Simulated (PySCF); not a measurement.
# The bond of BOs, level by level

Aim: find the lowest electronic state of BOs, scan its bond at several levels of theory, and get bond length, wavenumber and dissociation energy from each curve.

Program: PySCF 2.14.0. Level of theory: B def2-TZVPP, Os def2-TZVPP with ECP60, scalar-relativistic core potentials. These are calculated values, not measurements.

## 1. Set-up

A driver script around PySCF takes these settings:

- atoms: B, Os
- charge: 0
- basis: B def2-TZVPP, Os def2-TZVPP with ECP60
- Hamiltonian: scalar-relativistic core potentials
- basis functions: 87
- electrons treated: 21
- masses in u: 11.0093, 191.9615
- levels: PBE0, PBE, r²SCAN, BP86, MN15, PBEsol, M06, CAM-B3LYP, HF, MP2, SCS-MP2, CCSD, CCSD(T)
- grid: 80 radial by 434 angular points
- occupations: held fixed by the projection of orbital angular momentum
- dissociation limit: B + Os, each in its ground configuration
- starting distance in angstrom: 2.040
- values of 2S to try: 1, 3, 5, 7

Started as:

```bash
$ OMP_NUM_THREADS=1 python dia.py task.json out
```

After this run come: The PBE0 curve of the state that the search chose; Higher solutions at PBE0; PBE (GGA); r²SCAN (meta-GGA); BP86; MN15 (hybrid meta-GGA); PBEsol (GGA); M06 (hybrid meta-GGA); CAM-B3LYP (range-separated hybrid); ROHF; Correlated methods on the Hartree–Fock reference.

What does the calculation give? Wanted: for each run, Re; ωe; De; μ.

As calculated:

Lowest PBE0 solution found, without spin–orbit coupling: ⁴Σ⁻ (quartet), unpaired electrons σ ↑, δ ↑↑. State 2 has its PBE0 minimum 0.25 eV higher, as a spin-mixed determinant (⟨S²⟩ = 1.84), so this is no gap between pure states. State 3 has its PBE0 minimum 0.43 eV higher, as a spin-mixed determinant (⟨S²⟩ = 1.53), so this is no gap between pure states. State 4 has its PBE0 minimum 0.61 eV higher. The other levels ran on the lowest alone.

```tsv
level	Re (Å)	ωe (cm⁻¹)	De (eV)	μ (D)
ROHF-CCSD	1.774	897	3.96	n/a
PBE	1.785	914	5.35	2.30
PBEsol	1.777	934	5.73	2.22
BP86	1.787	914	5.23	2.20
r²SCAN	1.787	859	4.80	2.84
PBE0	1.770	939	4.71	2.48
M06	1.768	930	4.29	1.61
MN15	1.762	966	4.96	1.97
CAM-B3LYP	1.762	956	4.25	2.30
```

De is counted to B + Os in their ground configurations. A positive dipole means B(−)Os(+). No constants: ROHF (the points don't follow one smooth fit); ROHF-MP2 (the points don't follow one smooth fit); ROHF-SCS-MP2 (the points don't follow one smooth fit); ROHF-CCSD(T) (the points don't follow one smooth fit).

**Reading.** The methods spread over 0.025 Å in bond length, from MN15 to r²SCAN. Of the levels with a De here, ROHF-CCSD gives the least (3.96 eV) and PBEsol the most (5.73 eV).

Correlated steps freeze 1 core orbital. These are scalar-relativistic numbers at best; spin–orbit coupling would shift them, the dissociation energy most. With d or f electrons several states lie close, and the lowest PBE0 determinant need not be the measured ground state. T1 is 0.063 near the minimum (highest on the curve 0.075), which may point to more than one leading configuration. With spin–orbit coupling the term label itself may not hold.
